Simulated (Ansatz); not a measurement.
**FGeH3: reaction (reductive elimination), part 1 of 2**

How high is the barrier for the reaction (reductive elimination)? Relax the two ends, then run a nudged elastic band between them. Meant to form: F2–H3; to break: Ge1–F2, Ge1–H3. The start is a guess near the saddle point, from which both ends are pulled out.

Program: Ansatz 0.2.0. Level of theory: RKS PBE0/def2-SVP. These are calculated values, not measurements.

## Step 1: Starting point

Bond lengths: Ge1–F2 1.880 Å, Ge1–H3 1.750 Å, Ge1–H4 1.549 Å, Ge1–H5 1.549 Å. Angles: F2–Ge1–H3 41.0°, F2–Ge1–H4 122.9°, F2–Ge1–H5 122.9°, H3–Ge1–H4 122.5°, H3–Ge1–H5 122.5°, H4–Ge1–H5 109.5°.

As a file:

```xyz
5

Ge    0.0000    0.0000    0.0000
F     1.0779    0.0000    1.5402
H     1.6981    0.0000    0.4233
H    -0.7300    1.2648   -0.5162
H    -0.7300   -1.2648   -0.5162
```

## Step 2: Pulling towards end A

Springs on the bonds that form and break draw the guess towards this end; the thresholds are loose.

input.yaml reads:

```yaml
crystal:
  periodic: [false, false, false]
  atoms:
    - { symbol: Ge, position_ang: [0.0, 0.0, 0.0] }
    - { symbol: F, position_ang: [1.0779, 0.0, 1.5402] }
    - { symbol: H, position_ang: [1.6981, 0.0, 0.4233] }
    - { symbol: H, position_ang: [-0.73, 1.2648, -0.5162] }
    - { symbol: H, position_ang: [-0.73, -1.2648, -0.5162] }
basis:
  gaussian: { orbitals: def2-SVP }
hamiltonian:
  xc: pbe0
relax:
  f_tol: 0.15
  max_steps: 25
  restrain:
    - { distance: [1, 2], at: 2.12, k: 30.0 }
    - { distance: [0, 1], at: 1.68, k: 30.0 }
    - { distance: [0, 2], at: 1.55, k: 30.0 }
```

On the command line:

```sh
> ansatz run input.yaml --threads 1 --pin off --max-ram 2048MiB --backend cpu --events-out ev --progress --plain --runs-dir out
```

Output, cut to the lines that bear on the results:

```text
Warning: RAYON_NUM_THREADS=1 ignored (pool sized by the plan → 1); use --threads N
[...]
Functional definition: PBE0
[...]
649 factors; integrals over basis functions are off by at most 3.8e-4 eV
[...]
mean field -59261.65013239 eV, -2177.8254733761 hartree, gradient 4.2e-5 eV, S^2 0.000000; 0 other end points of the search recorded, 0 dependent functions left out
[...]
reference -59261.65015358 eV, -2177.8254741547 hartree; 22, 22 occupied and 39, 39 virtual orbitals, 649 factors
relax step   1: F+E_penalty+E_count = -59261.65013239 eV  Δ(F+E_penalty+E_count) = +0.000e0 eV  max|allowed force component| = 3.671e0 eV/Å  E_restraint = 11.84591625 eV  max|allowed force component, restraints' pulls added| = 2.611e1 eV/Å  Δτ_max = 0.0000 Å  (26 SCF iters, accepted)
[...]
relax step   4: F+E_penalty+E_count = -59264.93672873 eV  Δ(F+E_penalty+E_count) = -7.313e-1 eV  max|allowed force component| = 1.365e0 eV/Å  E_restraint = 0.06483100 eV  max|allowed force component, restraints' pulls added| = 1.201e0 eV/Å  Δτ_max = 0.1947 Å  (28 SCF iters, accepted)
[...]
relax step   5: F+E_penalty+E_count = -59264.98585501 eV  Δ(F+E_penalty+E_count) = -4.913e-2 eV  max|allowed force component| = 2.136e0 eV/Å  E_restraint = 0.06216014 eV  max|allowed force component, restraints' pulls added| = 1.434e-1 eV/Å  Δτ_max = 0.0553 Å  (28 SCF iters, accepted)
  distance F 1 - H 2 = 2.1759 Å
  distance Ge 0 - F 1 = 1.7023 Å
  distance Ge 0 - H 2 = 1.5270 Å
649 factors; integrals over basis functions are off by at most 8.6e-4 eV
[...]
mean field -59264.98585501 eV, -2177.9480589215 hartree, gradient 7.5e-6 eV, S^2 0.000000; 1 other end points of the search recorded, 0 dependent functions left out
[...]
reference -59264.98587630 eV, -2177.9480597037 hartree; 22, 22 occupied and 39, 39 virtual orbitals, 649 factors
Total energy: -59264.98587630 eV, -2177.9480597037 hartree
Atom 0 at     0.194603    -0.000000     0.050557 Å, force     0.551170    -0.000000    -0.878057 eV/Å
Atom 1 at     0.556366    -0.000000     1.713949 Å, force    -0.764571    -0.000000     2.136324 eV/Å
Atom 2 at     1.710874     0.000000    -0.130356 Å, force     0.122106    -0.000000    -1.343893 eV/Å
Atom 3 at    -0.572921     1.272249    -0.351525 Å, force     0.045648    -0.044555     0.042813 eV/Å
Atom 4 at    -0.572921    -1.272249    -0.351525 Å, force     0.045648     0.044555     0.042813 eV/Å
Dipole moment:    -0.158429    -0.000000    -0.434066 e Å
```

Wall time 9.7 s (1 thread of Arm Neoverse V1, shared host); peak memory 0.11 GiB.

Step by step:

```tsv
step	energy from step 1 (eV)	largest force component (eV/Å)
1	0.0000	3.6710
2	-1.5372	2.7866
3	-2.5552	1.9881
4	-3.2866	1.3652
5	-3.3357	2.1363
```

Step 1 is the start. Energies and forces in the table leave out the springs, which the log lists apart; the run stops on the force with the springs' pull added.

After: Bond lengths: Ge1–F2 1.702 Å, Ge1–H3 1.527 Å, Ge1–H4 1.539 Å, Ge1–H5 1.539 Å. Angles: F2–Ge1–H3 84.5°, F2–Ge1–H4 111.2°, F2–Ge1–H5 111.2°, H3–Ge1–H4 117.7°, H3–Ge1–H5 117.7°, H4–Ge1–H5 111.5°.

## Step 3: End point A

It starts where the restrained run ended.

input.yaml reads:

```yaml
crystal:
  periodic: [false, false, false]
  atoms:
    - { symbol: Ge, position_ang: [0.194603, 0.0, 0.050557] }
    - { symbol: F, position_ang: [0.556366, 0.0, 1.713949] }
    - { symbol: H, position_ang: [1.710874, 0.0, -0.130356] }
    - { symbol: H, position_ang: [-0.572921, 1.272249, -0.351525] }
    - { symbol: H, position_ang: [-0.572921, -1.272249, -0.351525] }
basis:
  gaussian: { orbitals: def2-SVP }
hamiltonian:
  xc: pbe0
relax:
  f_tol: 0.03
  max_steps: 50
output:
  orbitals: {}
```

On the command line:

```sh
> ansatz run input.yaml --threads 1 --pin off --max-ram 2048MiB --backend cpu --events-out ev --progress --plain --runs-dir out
```

Output, cut to the lines that bear on the results:

```text
Warning: RAYON_NUM_THREADS=1 ignored (pool sized by the plan → 1); use --threads N
[...]
[... 1 set-up line as earlier in the session ...]
[...]
647 factors; integrals over basis functions are off by at most 3.4e-4 eV
[...]
mean field -59264.98586078 eV, -2177.9480591333 hartree, gradient 1.2e-5 eV, S^2 0.000000; 0 other end points of the search recorded, 0 dependent functions left out
[...]
reference -59264.98588203 eV, -2177.9480599145 hartree; 22, 22 occupied and 39, 39 virtual orbitals, 647 factors
relax step   1: F+E_penalty+E_count = -59264.98586078 eV  Δ(F+E_penalty+E_count) = +0.000e0 eV  max|allowed force component| = 2.136e0 eV/Å  Δτ_max = 0.0000 Å  (24 SCF iters, accepted)
[...]
relax step   4: F+E_penalty+E_count = -59265.38485435 eV  Δ(F+E_penalty+E_count) = -2.074e-3 eV  max|allowed force component| = 1.238e-1 eV/Å  Δτ_max = 0.0187 Å  (28 SCF iters, accepted)
[...]
relax step   5: F+E_penalty+E_count = -59265.38527376 eV  Δ(F+E_penalty+E_count) = -4.194e-4 eV  max|allowed force component| = 3.479e-3 eV/Å  Δτ_max = 0.0032 Å  (22 SCF iters, accepted)
647 factors; integrals over basis functions are off by at most 4.1e-4 eV
mean field -59265.38527376 eV, -2177.9627372895 hartree, gradient 1.3e-5 eV, S^2 0.000000; 1 other end points of the search recorded, 0 dependent functions left out
[...]
reference -59265.38529478 eV, -2177.9627380620 hartree; 22, 22 occupied and 39, 39 virtual orbitals, 647 factors
Total energy: -59265.38529478 eV, -2177.9627380620 hartree
Atom 0 at     0.259706     0.000000     0.101118 Å, force     0.001530     0.000000     0.003479 eV/Å
Atom 1 at     0.330853     0.000000     1.843728 Å, force     0.000015     0.000000    -0.003315 eV/Å
Atom 2 at     1.711916    -0.000000    -0.398035 Å, force     0.000145     0.000000     0.000342 eV/Å
Atom 3 at    -0.493237     1.274208    -0.307856 Å, force    -0.000845     0.001275    -0.000253 eV/Å
Atom 4 at    -0.493237    -1.274208    -0.307856 Å, force    -0.000845    -0.001275    -0.000253 eV/Å
Dipole moment:    -0.017949    -0.000000    -0.438962 e Å
```

Run time: 9 s. Hardware: 1 thread of Arm Neoverse V1, shared host; peak memory 0.11 GiB.

The steps of the relaxation:

```tsv
step	energy from step 1 (eV)	largest force component (eV/Å)
1	0.0000	2.1364
2	-0.3656	0.2774
3	-0.3969	0.1473
4	-0.3990	0.1238
5	-0.3994	0.0035
```

Step 1 is the start.

After: Bond lengths: Ge1–F2 1.744 Å, Ge1–H3 1.536 Å, Ge1–H4 1.536 Å, Ge1–H5 1.536 Å. Angles: F2–Ge1–H3 106.6°, F2–Ge1–H4 106.6°, F2–Ge1–H5 106.6°, H3–Ge1–H4 112.2°, H3–Ge1–H5 112.2°, H4–Ge1–H5 112.2°.

## Step 4: Pulling towards end B

Springs on the bonds that form and break draw the guess towards this end; the thresholds are loose.

input.yaml reads:

```yaml
crystal:
  periodic: [false, false, false]
  atoms:
    - { symbol: Ge, position_ang: [0.0, 0.0, 0.0] }
    - { symbol: F, position_ang: [1.0779, 0.0, 1.5402] }
    - { symbol: H, position_ang: [1.6981, 0.0, 0.4233] }
    - { symbol: H, position_ang: [-0.73, 1.2648, -0.5162] }
    - { symbol: H, position_ang: [-0.73, -1.2648, -0.5162] }
basis:
  gaussian: { orbitals: def2-SVP }
hamiltonian:
  xc: pbe0
relax:
  f_tol: 0.15
  max_steps: 25
  restrain:
    - { distance: [1, 2], at: 0.92, k: 30.0 }
    - { distance: [0, 1], at: 2.88, k: 30.0 }
    - { distance: [0, 2], at: 2.75, k: 30.0 }
output:
  orbitals: {}
```

On the command line:

```sh
> ansatz run input.yaml --threads 1 --pin off --max-ram 2048MiB --backend cpu --events-out ev --progress --plain --runs-dir out
```

Output, cut to the lines that bear on the results:

```text
Warning: RAYON_NUM_THREADS=1 ignored (pool sized by the plan → 1); use --threads N
[...]
[... 1 set-up line as earlier in the session ...]
[...]
649 factors; integrals over basis functions are off by at most 3.8e-4 eV
[...]
mean field -59261.65013239 eV, -2177.8254733761 hartree, gradient 4.2e-5 eV, S^2 0.000000; 0 other end points of the search recorded, 0 dependent functions left out
[...]
reference -59261.65015358 eV, -2177.8254741547 hartree; 22, 22 occupied and 39, 39 virtual orbitals, 649 factors
relax step   1: F+E_penalty+E_count = -59261.65013239 eV  Δ(F+E_penalty+E_count) = +0.000e0 eV  max|allowed force component| = 3.671e0 eV/Å  E_restraint = 31.91812112 eV  max|allowed force component, restraints' pulls added| = 4.333e1 eV/Å  Δτ_max = 0.0000 Å  (26 SCF iters, accepted)
[...]
  distance F 1 - H 2 = 0.9247 Å
  distance Ge 0 - F 1 = 2.8687 Å
  distance Ge 0 - H 2 = 2.7522 Å
649 factors; integrals over basis functions are off by at most 1.0e-3 eV
mean field -59263.24438045 eV, -2177.8840609117 hartree, gradient 5.7e-5 eV, S^2 0.000000; 1 other end points of the search recorded, 0 dependent functions left out
[...]
reference -59263.24440169 eV, -2177.8840616924 hartree; 22, 22 occupied and 39, 39 virtual orbitals, 649 factors
Total energy: -59263.24440169 eV, -2177.8840616924 hartree
Atom 0 at    -0.053105     0.000000    -0.815076 Å, force     0.138881    -0.000000     0.246613 eV/Å
Atom 1 at     1.455981    -0.000000     1.624567 Å, force    -0.258028     0.000000    -0.195012 eV/Å
Atom 2 at     2.071425     0.000000     0.934415 Å, force     0.117251    -0.000000    -0.057846 eV/Å
Atom 3 at    -1.079150     1.144062    -0.406403 Å, force     0.000948     0.000778     0.003123 eV/Å
Atom 4 at    -1.079150    -1.144062    -0.406403 Å, force     0.000948    -0.000778     0.003123 eV/Å
Dipole moment:     0.253567    -0.000000    -0.176934 e Å
```

Wall time 15 s (1 thread of Arm Neoverse V1, shared host); peak memory 0.11 GiB.

Relaxation path:

```tsv
step	energy from step 1 (eV)	largest force component (eV/Å)
1	0.0000	3.6710
2	0.6801	5.7459
3	1.0822	6.1741
4	0.4323	5.5196
5	-0.7017	3.4274
6	-1.3589	0.8542
7	-1.5781	0.4441
8	-1.5915	0.2999
9	-1.5942	0.2580
```

Step 1 is the start. Energies and forces in the table leave out the springs, which the log lists apart; the run stops on the force with the springs' pull added.

After: Bond lengths: F2–H3 0.925 Å, Ge1–H4 1.590 Å, Ge1–H5 1.590 Å. Angles: H4–Ge1–H5 92.0°.

Pairs that crossed the distance rule for bonds on the way: came closer F2–H3; moved apart Ge1–F2, Ge1–H3.

## Step 5: Relaxing end B

It starts where the restrained run ended.

input.yaml reads:

```yaml
crystal:
  periodic: [false, false, false]
  atoms:
    - { symbol: Ge, position_ang: [-0.053105, 0.0, -0.815076] }
    - { symbol: F, position_ang: [1.455981, 0.0, 1.624567] }
    - { symbol: H, position_ang: [2.071425, 0.0, 0.934415] }
    - { symbol: H, position_ang: [-1.07915, 1.144062, -0.406403] }
    - { symbol: H, position_ang: [-1.07915, -1.144062, -0.406403] }
basis:
  gaussian: { orbitals: def2-SVP }
hamiltonian:
  xc: pbe0
relax:
  f_tol: 0.03
  max_steps: 50
```

On the command line:

```sh
> ansatz run input.yaml --threads 1 --pin off --max-ram 2048MiB --backend cpu --events-out ev --progress --plain --runs-dir out
```

Output, cut to the lines that bear on the results:

```text
Warning: RAYON_NUM_THREADS=1 ignored (pool sized by the plan → 1); use --threads N
[...]
[... 1 set-up line as earlier in the session ...]
[...]
648 factors; integrals over basis functions are off by at most 3.3e-4 eV
[...]
mean field -59263.24438575 eV, -2177.8840611065 hartree, gradient 6.4e-5 eV, S^2 0.000000; 0 other end points of the search recorded, 0 dependent functions left out
[...]
reference -59263.24440695 eV, -2177.8840618857 hartree; 22, 22 occupied and 39, 39 virtual orbitals, 648 factors
relax step   1: F+E_penalty+E_count = -59263.24438575 eV  Δ(F+E_penalty+E_count) = +0.000e0 eV  max|allowed force component| = 2.580e-1 eV/Å  Δτ_max = 0.0000 Å  (25 SCF iters, accepted)
[...]
relax step   6: F+E_penalty+E_count = -59263.39218662 eV  Δ(F+E_penalty+E_count) = -2.253e-3 eV  max|allowed force component| = 2.270e-1 eV/Å  Δτ_max = 0.0457 Å  (25 SCF iters, accepted)
[...]
relax step   7: F+E_penalty+E_count = -59263.39277890 eV  Δ(F+E_penalty+E_count) = -5.923e-4 eV  max|allowed force component| = 1.402e-2 eV/Å  Δτ_max = 0.0062 Å  (26 SCF iters, accepted)
648 factors; integrals over basis functions are off by at most 3.1e-4 eV
[...]
mean field -59263.39277890 eV, -2177.8895144541 hartree, gradient 4.4e-5 eV, S^2 0.000000; 1 other end points of the search recorded, 0 dependent functions left out
[...]
reference -59263.39280018 eV, -2177.8895152360 hartree; 22, 22 occupied and 39, 39 virtual orbitals, 648 factors
Total energy: -59263.39280018 eV, -2177.8895152360 hartree
Atom 0 at     0.030007    -0.000000    -0.804510 Å, force     0.008090    -0.000000    -0.003487 eV/Å
Atom 1 at     1.124433    -0.000000     1.253968 Å, force    -0.014021    -0.000000     0.005096 eV/Å
Atom 2 at     2.012097     0.000000     0.983429 Å, force     0.013836     0.000000    -0.005317 eV/Å
Atom 3 at    -0.925268     1.144975    -0.250894 Å, force    -0.003952     0.001101     0.001854 eV/Å
Atom 4 at    -0.925268    -1.144975    -0.250894 Å, force    -0.003952    -0.001101     0.001854 eV/Å
Dipole moment:     0.486172     0.000000     0.172652 e Å
```

Wall time 11 s (1 thread of Arm Neoverse V1, shared host); peak memory 0.11 GiB.

Step by step:

```tsv
step	energy from step 1 (eV)	largest force component (eV/Å)
1	0.0000	0.2580
2	-0.0561	1.1671
3	-0.1192	0.4096
4	-0.1388	0.1708
5	-0.1455	0.1006
6	-0.1478	0.2270
7	-0.1484	0.0140
```

Step 1 is the start.

After: Bond lengths: F2–H3 0.928 Å, Ge1–H4 1.591 Å, Ge1–H5 1.591 Å. Angles: H4–Ge1–H5 92.1°.

## Step 6: The band

crystal.atoms is end A as relaxed above, and neb.final_atoms is end B, turned to lie on A. With 7 inner images the band has 9 in all. The start path is listed, through a guess of the saddle.

input.yaml reads:

```yaml
crystal:
  periodic: [false, false, false]
  atoms:
    - { symbol: Ge, position_ang: [0.259706, 0.0, 0.101118] }
    - { symbol: F, position_ang: [0.330853, 0.0, 1.843728] }
    - { symbol: H, position_ang: [1.711916, 0.0, -0.398035] }
    - { symbol: H, position_ang: [-0.493237, 1.274208, -0.307856] }
    - { symbol: H, position_ang: [-0.493237, -1.274208, -0.307856] }
basis:
  gaussian: { orbitals: def2-SVP }
hamiltonian:
  xc: pbe0
neb:
  order_check: false
  images: 7
  f_tol: 0.05
  max_iterations: 60
  final_atoms:
    - { symbol: Ge, position_ang: [-0.01626096, 0.0, -0.79246609] }
    - { symbol: F, position_ang: [1.1736249, 0.0, 1.21234602] }
    - { symbol: H, position_ang: [2.04760491, 0.0, 0.90042029] }
    - { symbol: H, position_ang: [-0.94448393, 1.144975, -0.19460061] }
    - { symbol: H, position_ang: [-0.94448393, -1.144975, -0.19460061] }
  initial_path:
    images:
      - { positions_ang: [[0.259706, 0.0, 0.101118], [0.330853, 0.0, 1.843728], [1.711916, 0.0, -0.398035], [-0.493237, 1.274208, -0.307856], [-0.493237, -1.274208, -0.307856]] }
      - { positions_ang: [[0.19490582, 0.0, 0.07566049], [0.51669768, 0.0, 1.7683961], [1.70830028, 0.0, -0.19173038], [-0.55195139, 1.271856, -0.3606136], [-0.55195139, -1.271856, -0.3606136]] }
      - { positions_ang: [[0.13010565, 0.0, 0.05020298], [0.70254237, 0.0, 1.69306419], [1.70468456, 0.0, 0.01457424], [-0.61066579, 1.269504, -0.4133712], [-0.61066579, -1.269504, -0.4133712]] }
      - { positions_ang: [[0.06530547, 0.0, 0.02474546], [0.88838705, 0.0, 1.61773229], [1.70106884, 0.0, 0.22087886], [-0.66938018, 1.267152, -0.4661288], [-0.66938018, -1.267152, -0.4661288]] }
      - { positions_ang: [[0.0005053, 0.0, -0.00071205], [1.07423174, 0.0, 1.54240038], [1.69745312, 0.0, 0.42718347], [-0.72809458, 1.2648, -0.5188864], [-0.72809458, -1.2648, -0.5188864]] }
      - { positions_ang: [[-0.00368627, 0.0, -0.19865056], [1.09908003, 0.0, 1.45988679], [1.78499107, 0.0, 0.54549268], [-0.78219192, 1.23484375, -0.43781496], [-0.78219192, -1.23484375, -0.43781496]] }
      - { positions_ang: [[-0.00787783, 0.0, -0.39658907], [1.12392832, 0.0, 1.3773732], [1.87252902, 0.0, 0.66380188], [-0.83628925, 1.2048875, -0.35674351], [-0.83628925, -1.2048875, -0.35674351]] }
      - { positions_ang: [[-0.01206939, 0.0, -0.59452758], [1.14877661, 0.0, 1.29485961], [1.96006697, 0.0, 0.78211109], [-0.89038659, 1.17493125, -0.27567206], [-0.89038659, -1.17493125, -0.27567206]] }
      - { positions_ang: [[-0.01626096, 0.0, -0.79246609], [1.1736249, 0.0, 1.21234602], [2.04760491, 0.0, 0.90042029], [-0.94448393, 1.144975, -0.19460061], [-0.94448393, -1.144975, -0.19460061]] }
```

On the command line:

```sh
> ansatz run input.yaml --threads 1 --pin off --max-ram 2048MiB --backend cpu --events-out ev --progress --plain --runs-dir out
```

Output, cut to the lines that bear on the results:

```text
Warning: RAYON_NUM_THREADS=1 ignored (pool sized by the plan → 1); use --threads N
[...]
[... 1 set-up line as earlier in the session ...]
[...]
648 factors; integrals over basis functions are off by at most 3.3e-4 eV
[...]
mean field -59265.38526986 eV, -2177.9627371463 hartree, gradient 6.7e-5 eV, S^2 0.000000; 0 other end points of the search recorded, 0 dependent functions left out
[...]
reference -59265.38529076 eV, -2177.9627379143 hartree; 22, 22 occupied and 39, 39 virtual orbitals, 648 factors
650 factors; integrals over basis functions are off by at most 1.4e-3 eV
[...]
mean field -59263.39277831 eV, -2177.8895144325 hartree, gradient 2.2e-5 eV, S^2 0.000000; 0 other end points of the search recorded, 0 dependent functions left out
[...]
reference -59263.39280002 eV, -2177.8895152305 hartree; 22, 22 occupied and 39, 39 virtual orbitals, 650 factors
[...]
NEB iter   1: max|band force component| = 3.643e0 eV/Å  barrier→ = 3.7351 eV  barrier← = 1.7426 eV  Δτ_max = 0.2000 Å  (224 SCF iters)
[...]
NEB iter   6: max|band force component| = 7.035e-2 eV/Å  barrier→ = 2.6881 eV  barrier← = 0.6956 eV  CI = image 5  Δτ_max = 0.0060 Å  (186 SCF iters)
[...]
NEB iter   7: max|band force component| = 7.334e-3 eV/Å  barrier→ = 2.6877 eV  barrier← = 0.6952 eV  CI = image 5  Δτ_max = 0.0000 Å  (326 SCF iters)
Total energy: -59262.69759247 eV, -2177.8639668240 hartree
Atom 0 at     0.199002     0.000000    -0.352071 Å, force    -0.006372     0.000000    -0.001811 eV/Å
Atom 1 at     0.990886     0.000000     1.511845 Å, force     0.003588    -0.000000     0.008416 eV/Å
Atom 2 at     1.639371    -0.000000     0.431297 Å, force    -0.005869    -0.000000    -0.004463 eV/Å
Atom 3 at    -0.756629     1.224188    -0.329986 Å, force     0.004326    -0.003297    -0.001071 eV/Å
Atom 4 at    -0.756629    -1.224188    -0.329986 Å, force     0.004326     0.003297    -0.001071 eV/Å
Dipole moment:    -0.067680    -0.000000    -0.336213 e Å
this run last wrote the band of iteration 7 to <dir>
```

It took 80 s on 1 thread of Arm Neoverse V1, shared host; peak memory 0.12 GiB.

## Step 7: The band, image by image

Images 0 and 8 are the ends. Energies count from image 0; the path length is the program's own measure over all atoms.

```tsv
image	path (Å)	energy (eV)	F2–H3 (Å)	Ge1–F2 (Å)	Ge1–H3 (Å)	band force (eV/Å)
0	0.000	0.0000	2.63	1.74	1.54	-
1	0.261	0.1206	2.41	1.74	1.53	0.001
2	0.522	0.5394	2.13	1.76	1.52	0.002
3	0.783	1.3105	1.83	1.81	1.52	0.004
4	1.045	2.2364	1.54	1.91	1.55	0.007
5*	1.306	2.6877	1.26	2.03	1.64	0.007
6	1.628	2.2477	0.99	2.20	1.91	0.004
7	1.950	2.0400	0.94	2.31	2.29	0.005
8	2.272	1.9925	0.93	2.33	2.67	-
```

The star marks the climbing image.

image, energy (eV) and a bar:
```
        0      0.000 
        1      0.121 #
        2      0.539 ######
        3      1.310 ###############
        4      2.236 #########################
        5      2.688 ##############################
        6      2.248 #########################
        7      2.040 #######################
        8      1.992 ######################
```

The top of the band by iteration:

```tsv
iteration	highest image above image 0 (eV)	largest band force (eV/Å)
1	3.7351	3.643
2	2.7592	1.742
3	2.6474	0.648
4	2.6124	0.905
5	2.6886	0.558
6	2.6881	0.070
7	2.6877	0.007
```

Positions of all images (Å):

```xyz
5
image=0 dE=0.0000
Ge    0.260    0.000    0.101
F     0.331    0.000    1.844
H     1.712    0.000   -0.398
H    -0.493    1.274   -0.308
H    -0.493   -1.274   -0.308
5
image=1 dE=0.1206
Ge    0.250    0.000    0.068
F     0.466    0.000    1.798
H     1.748    0.000   -0.237
H    -0.574    1.236   -0.349
H    -0.574   -1.236   -0.349
5
image=2 dE=0.5394
Ge    0.237    0.000    0.004
F     0.595    0.000    1.723
H     1.757    0.000   -0.056
H    -0.636    1.226   -0.370
H    -0.636   -1.226   -0.370
5
image=3 dE=1.3105
Ge    0.229    0.000   -0.093
F     0.717    0.000    1.647
H     1.734    0.000    0.127
H    -0.682    1.226   -0.375
H    -0.682   -1.226   -0.375
5
image=4 dE=2.2364
Ge    0.223    0.000   -0.219
F     0.840    0.000    1.586
H     1.685    0.000    0.296
H    -0.717    1.226   -0.366
H    -0.717   -1.226   -0.366
5
image=5 dE=2.6877
Ge    0.199    0.000   -0.352
F     0.991    0.000    1.512
H     1.639    0.000    0.431
H    -0.757    1.224   -0.330
H    -0.757   -1.224   -0.330
5
image=6 dE=2.2477
Ge    0.146    0.000   -0.540
F     1.134    0.000    1.427
H     1.676    0.000    0.601
H    -0.820    1.207   -0.279
H    -0.820   -1.207   -0.279
5
image=7 dE=2.0400
Ge    0.074    0.000   -0.686
F     1.168    0.000    1.353
H     1.871    0.000    0.736
H    -0.898    1.166   -0.236
H    -0.898   -1.166   -0.236
5
image=8 dE=1.9925
Ge   -0.016    0.000   -0.792
F     1.174    0.000    1.212
H     2.048    0.000    0.900
H    -0.944    1.145   -0.195
H    -0.944   -1.145   -0.195
```

(Continued in part 2 of 2.)
